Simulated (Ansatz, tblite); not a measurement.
# Ga9N10 wurtzite ring sphere (Ga₉N₁₀H₂₆+): rung by rung

Aim: run the singlet of Ga9N10 wurtzite ring sphere (Ga₉N₁₀H₂₆+) at one geometry on many levels, and compare frontier levels, spin and run time.

Method: as each input shows; program: Ansatz 0.2.0, Gaussian basis.

Levels to be run: GFN1-xTB, GFN2-xTB, PBE-D4/def2-TZVP, r2SCAN-D4/def2-TZVP, LDA/def2-TZVP, BHLYP-D4/def2-TZVP, PBE-D4/def2-SVP, PBE0-D4/def2-SVP, HF/STO-3G, HF/6-31G, B3LYP-D4/6-31G, MP2/def2-SVP, RPA/def2-SVP.

## 1. The structure

The singlet was relaxed beforehand with r2SCAN-D4/def2-SVP.

45 atoms, charge 1, spin multiplicity 1.

Bond lengths: N1–Ga2 2.078 Å, N1–Ga5 1.940 Å, N1–H20 1.024 Å, N1–H21 1.024 Å, Ga2–N7 2.016 Å, Ga2–H22 1.559 Å, Ga2–H23 1.562 Å, N3–Ga4 2.034 Å, N3–Ga5 1.970 Å, N3–H24 1.025 Å, N3–H25 1.027 Å, Ga4–N9 2.034 Å, Ga4–H26 1.568 Å, Ga4–H27 1.555 Å, Ga5–N6 1.929 Å, Ga5–N14 1.913 Å, N6–Ga8 2.011 Å, N6–Ga10 1.929 Å and more. Angles: Ga2–N1–Ga5 112.9°, Ga2–N1–H20 107.4°, Ga2–N1–H21 106.3°, Ga5–N1–H20 112.1°, Ga5–N1–H21 112.5°, H20–N1–H21 105.1°, N1–Ga2–N7 99.1°, N1–Ga2–H22 104.6°, N1–Ga2–H23 103.3°, N7–Ga2–H22 109.3°, N7–Ga2–H23 108.5°, H22–Ga2–H23 127.9°, Ga4–N3–Ga5 115.1°, Ga4–N3–H24 107.3°, Ga4–N3–H25 108.0°, Ga5–N3–H24 111.5°, Ga5–N3–H25 109.4°, H24–N3–H25 104.9° and more.

The ion is computed in the gas phase, without counter-ions or solvent.

PBE0-D4/def2-TZVP was run before; its log isn't repeated, and its numbers join the tables.

## 2. GFN1-xTB

Tight binding, by tblite at 300 K electronic temperature and without a spin-polarisation term:

```python
tblite.interface.Calculator('GFN1-xTB', numbers, positions, charge=1, uhf=0).singlepoint()
```

Energy -1573.9542 eV, HOMO -12.62 eV, LUMO -7.66 eV; 0.19 s.

## 3. GFN2-xTB

Tight binding, by tblite at 300 K electronic temperature and without a spin-polarisation term:

```python
tblite.interface.Calculator('GFN2-xTB', numbers, positions, charge=1, uhf=0).singlepoint()
```

Energy -1449.2085 eV, HOMO -14.17 eV, LUMO -10.03 eV; 0.17 s.

## 4. PBE-D4/def2-TZVP

start.molden holds the orbitals of an earlier run on this state, given as this run's starting guess.

Input file in.yaml:

```yaml
crystal:
  periodic: [false, false, false]
  atoms:
    - {symbol: N, position_ang: [0.459153, -3.342704, -0.296085]}
    - {symbol: Ga, position_ang: [0.550192, -3.487656, 1.774512]}
    - {symbol: N, position_ang: [0.517566, -1.461345, -2.897235]}
    - {symbol: Ga, position_ang: [-1.177057, -0.679558, -3.706621]}
    - {symbol: Ga, position_ang: [0.557363, -1.511354, -0.928595]}
    - {symbol: N, position_ang: [-0.991610, -0.571757, -0.265072]}
    - {symbol: N, position_ang: [0.560324, -1.524642, 2.231429]}
    - {symbol: Ga, position_ang: [-1.126326, -0.649375, 1.739413]}
    - {symbol: N, position_ang: [-1.005927, 1.179044, -2.897629]}
    - {symbol: Ga, position_ang: [-1.028731, 1.239350, -0.929052]}
    - {symbol: N, position_ang: [-2.662576, 2.072728, -0.296800]}
    - {symbol: N, position_ang: [-1.039247, 1.248955, 2.231070]}
    - {symbol: Ga, position_ang: [-2.743678, 2.222678, 1.773853]}
    - {symbol: N, position_ang: [2.092979, -0.586355, -0.260883]}
    - {symbol: Ga, position_ang: [2.245440, -0.700706, 1.707389]}
    - {symbol: Ga, position_ang: [2.220323, 1.280074, -0.995291]}
    - {symbol: N, position_ang: [0.541033, 2.105036, -0.261341]}
    - {symbol: N, position_ang: [2.086606, 1.203724, 2.293173]}
    - {symbol: Ga, position_ang: [0.517877, 2.294783, 1.706851]}
    - {symbol: H, position_ang: [-0.401549, -3.809270, -0.597848]}
    - {symbol: H, position_ang: [1.220219, -3.924050, -0.659460]}
    - {symbol: H, position_ang: [-0.820226, -4.106039, 2.185964]}
    - {symbol: H, position_ang: [1.978569, -4.065086, 2.032625]}
    - {symbol: H, position_ang: [0.644750, -2.395581, -3.299178]}
    - {symbol: H, position_ang: [1.315976, -0.913987, -3.241163]}
    - {symbol: H, position_ang: [-2.363212, -1.364025, -2.942961]}
    - {symbol: H, position_ang: [-0.981638, -0.566985, -5.244760]}
    - {symbol: H, position_ang: [-1.825101, -1.052386, -0.624677]}
    - {symbol: H, position_ang: [0.558135, -1.563345, 3.259858]}
    - {symbol: H, position_ang: [-2.415059, -1.392658, 2.190562]}
    - {symbol: H, position_ang: [-1.751625, 1.756204, -3.299353]}
    - {symbol: H, position_ang: [-0.132923, 1.596668, -3.242236]}
    - {symbol: H, position_ang: [-3.497898, 1.562554, -0.599302]}
    - {symbol: H, position_ang: [-2.783294, 3.022962, -0.659728]}
    - {symbol: H, position_ang: [-1.073808, 1.266720, 3.259495]}
    - {symbol: H, position_ang: [-3.964954, 1.345037, 2.183747]}
    - {symbol: H, position_ang: [-2.529320, 3.748102, 2.033481]}
    - {symbol: H, position_ang: [2.940755, -1.042050, -0.620512]}
    - {symbol: H, position_ang: [3.571582, -1.339454, 2.206325]}
    - {symbol: H, position_ang: [1.998332, 1.151690, -2.562572]}
    - {symbol: H, position_ang: [3.469182, 2.000270, -0.390037]}
    - {symbol: H, position_ang: [0.571433, 3.066924, -0.621278]}
    - {symbol: H, position_ang: [2.127985, 1.227740, 3.318048]}
    - {symbol: H, position_ang: [2.941074, 1.696417, 2.006488]}
    - {symbol: H, position_ang: [0.628910, 3.762699, 2.205391]}
basis:
  gaussian: {orbitals: def2-TZVP, fitting: {mean_field: def2-universal-jkfit}, initial_orbitals: start.molden}
total_charge: 1
hamiltonian: {xc: pbe, dispersion: d4}
scf: {omitted_lower_state_checks: [starts]}
output: {orbitals: {seedname: orbitals}}
```

Launch:

```sh
ansatz run in.yaml --threads 5 --pin off --events-out ev --progress --plain --max-ram 66560MiB --backend cuda --devices 0, --max-vram 37GiB
```

The runs that follow: r2SCAN-D4/def2-TZVP; LDA/def2-TZVP; BHLYP-D4/def2-TZVP; PBE-D4/def2-SVP; PBE0-D4/def2-SVP; HF/STO-3G; HF/6-31G; B3LYP-D4/6-31G; MP2/def2-SVP; RPA/def2-SVP.

Before running them: what should the planned runs give, taken together? Wanted: gap in def2-TZVP, named functionals, smallest and largest; correlation energy, MP2/def2-SVP; PBE0 total energy, smallest basis above largest.

The runs gave:

| quantity | value |
| --- | --- |
| gap in def2-TZVP, named functionals, smallest and largest | 4.64 eV (LDA), 8.74 eV (BHLYP-D4) |
| correlation energy, MP2/def2-SVP | -101.87 eV |
| PBE0 total energy, smallest basis above largest | 77.17 eV (def2-SVP, def2-TZVP) |

**Reading.** Over the named functionals in def2-TZVP the gap runs from 4.64 eV (LDA) to 8.74 eV (BHLYP-D4); exact exchange widens it.
